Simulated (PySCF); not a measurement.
**DyH: from the state search to spectroscopic constants**

One table from this session's results is given with a row withheld; the runs are named, their logs left out.

Computed with PySCF 2.14.0. Level: Dy x2c-SVPall, H x2c-SVPall, spin-free X2C with a Gaussian nucleus.

1 further run of the same task is left out (it didn't finish).

Set-up of the first run:

Settings of the job:

| Item | Value |
| --- | --- |
| atoms | Dy, H |
| charge | 0 |
| basis | Dy x2c-SVPall, H x2c-SVPall |
| Hamiltonian | spin-free X2C with a Gaussian nucleus |
| basis functions | 90 |
| electrons treated | 67 |
| masses in u | 163.9292, 1.0078 |
| levels | PBE0, PBE, r²SCAN, r²SCAN0, HSE06, HF, MP2, SCS-MP2 |
| grid | 80 radial by 434 angular points |
| occupations | held fixed by the projection of orbital angular momentum |
| dissociation limit | Dy + H, each in its ground configuration |
| starting distance in angstrom | 1.820 |
| values of 2S to try | 3, 5, 7 |

The run is started by

```
$ OMP_NUM_THREADS=2 python dia.py task.json out
```

Among the steps run: Input; First curve: PBE0; Excited determinants; PBE (GGA); r²SCAN; r²SCAN0; HSE06; ROHF (mean field).

One table of the session follows, with a row left open; its other results are not shown here.

| level | Re (Å) | ωe (cm⁻¹) | De (eV) |
| --- | --- | --- | --- |
| ROHF | 2.084 | 1326 | 0.89 |
| ROHF-MP2 | 2.011 | 1460 | 2.16 |
| ROHF-SCS-MP2 | 2.028 | 1439 | 2.15 |
| r²SCAN | ? | ? | ? |
| PBE0 | 2.012 | 1283 | 1.86 |
| r²SCAN0 | 2.010 | 1238 | 2.01 |
| HSE06 | 2.010 | 1287 | 1.87 |

**Question.** Estimate the row for r²SCAN.

The run gave: Re (Å): 2.009; ωe (cm⁻¹): 1320; De (eV): 2.24. In the column «Re (Å)» it is the lowest.

De is counted to Dy + H in their ground configurations.

Limits of these values: The state is the lowest single determinant that the PBE0 search found; with open d or f shells the true ground state can be another one.
